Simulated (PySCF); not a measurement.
# C3H5AlBrF: the cost of one run

The runs use PySCF 2.14.0, with density-fitted response routines of our own; the level of theory stands in each step. All values are computed, except where a source is named. Atoms count from 0, in the outputs and in this text.

## (1) The starting structure

11 atoms, charge 0, multiplicity 1; geometry from: PBE0-D3(BJ)/def2-SVP.

Bonds of the start (Å): F0–C1 1.40, C1–C2 1.32, C2–C3 1.50, C3–Al4 1.98, Al4–Br5 2.28, C1–H6 1.09, C2–H7 1.10, C3–H8 1.10, C3–H9 1.10, Al4–H10 1.58.

## (2) Core-electron binding energies: SCAN, X2C

Job settings and geometry (Å):

```
{"job": {"kind": "xps"}, "charge": 0, "multiplicity": 1}
F      0.440964     1.383539    -0.752926
C      1.340327     0.794293     0.139991
C      1.009284    -0.391043     0.629518
C     -0.267380    -1.066774     0.234818
Al    -1.305472     0.264654    -0.804118
Br    -2.666436     1.579787     0.465112
H      2.199633     1.442445     0.297571
H      1.715800    -0.841629     1.336309
H     -0.804303    -1.403836     1.137503
H     -0.039222    -1.981193    -0.341899
H     -1.586265     0.191946    -2.357283
```

Method: delta-SCF UKS SCAN, pcX-2 on the ionised atom, pcseg-1 elsewhere, spin-free X2C.

Launch:

```sh
OMP_NUM_THREADS=1 python probes_run.py task.json out
```

This one command runs all jobs of the session in turn.

**Question.** How long does this first job take on 1 thread of Arm Neoverse V1, shared host, and how much memory does it need?

About 40 s, with a peak of 0.57 GiB.
